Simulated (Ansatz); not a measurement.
# ClF2GeH3: the cost of one run

Program: Ansatz 0.2.0. Level of theory: RKS PBE0-D4/def2-SVP. These are calculated values, not measurements.

### 1 Starting point

Bond lengths: Ge1–Cl2 2.570 Å, Ge1–F3 1.680 Å, Ge1–H4 1.549 Å, Ge1–F5 1.679 Å. Angles: Cl2–Ge1–F3 109.4°, Cl2–Ge1–H4 109.5°, Cl2–Ge1–F5 109.5°, F3–Ge1–H4 109.5°, F3–Ge1–F5 109.5°, H4–Ge1–F5 109.5°.

Coordinates:

```xyz
7

Ge    0.0000    0.0000    0.0000
Cl    0.0000    0.0000    2.5700
F     1.5842    0.0000   -0.5594
H    -0.7300    1.2648   -0.5162
F    -0.7913   -1.3709   -0.5594
H    -1.7556    0.0000    0.5833
H    -1.4971    0.0000    1.5533
```

### 2 A restrained relaxation towards end A

Springs on the bonds that form and break draw the guess towards this end; the thresholds are loose.

Contents of input.yaml:

```yaml
crystal:
  periodic: [false, false, false]
  atoms:
    - { symbol: Ge, position_ang: [0.0, 0.0, 0.0] }
    - { symbol: Cl, position_ang: [0.0, 0.0, 2.57] }
    - { symbol: F, position_ang: [1.5842, 0.0, -0.5594] }
    - { symbol: H, position_ang: [-0.73, 1.2648, -0.5162] }
    - { symbol: F, position_ang: [-0.7913, -1.3709, -0.5594] }
    - { symbol: H, position_ang: [-1.7556, 0.0, 0.5833] }
    - { symbol: H, position_ang: [-1.4971, 0.0, 1.5533] }
basis:
  gaussian: { orbitals: def2-SVP }
hamiltonian:
  xc: pbe0
  dispersion: d4
relax:
  f_tol: 0.15
  max_steps: 25
  restrain:
    - { distance: [0, 5], at: 2.75, k: 30.0 }
    - { distance: [6, 1], at: 2.57, k: 30.0 }
    - { distance: [0, 1], at: 2.22, k: 30.0 }
    - { distance: [6, 5], at: 0.66, k: 30.0 }
```

The run is started by

```bash
ansatz run input.yaml --threads 2 --pin off --max-ram 3072MiB --backend cpu --events-out ev --progress --plain --runs-dir out
```

**Question.** How long does this run take on 2 threads of Arm Neoverse V1, shared host, and how much memory does it need?

About 20 s, with a peak of 0.2 GiB.
